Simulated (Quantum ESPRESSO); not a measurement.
HfB: zone-centre phonons under several settings

```
CELL_PARAMETERS angstrom
0.00000 2.31000 2.31000
2.31000 0.00000 2.31000
2.31000 2.31000 0.00000
ATOMIC_POSITIONS crystal
Hf 0.50000 0.50000 0.50000
B 0.00000 0.00000 0.00000
```

All runs used Quantum ESPRESSO 7.5; potentials GBRV 1.5 PBE; k mesh 10 × 10 × 10; no spin polarisation; cutoff 612 eV; occupations cold, width 0.2 eV.

| level | geometry | volume (Å³/atom) | pressure (GPa) | lowest optical mode without the field (cm⁻¹) |
| --- | --- | --- | --- | --- |
| PBE | relaxed at 0 GPa | ? | 0.3 | ? |
| PBE | relaxed at 5 GPa | 13.77 | 5.2 | 468 |
| PBE | relaxed at 10 GPa | 13.43 | 10.2 | 484 |
| PBE | relaxed at 20 GPa | 12.85 | 20.1 | 512 |
| PBE | relaxed at 40 GPa | 11.96 | 40.0 | 559 |

Q: What stands in the row left open?

A: Volume 14.15 Å³/atom; lowest optical mode without the field 451 cm⁻¹.

Caveats: the cell is more than 3 GPa from zero pressure, which shifts response properties (some runs).
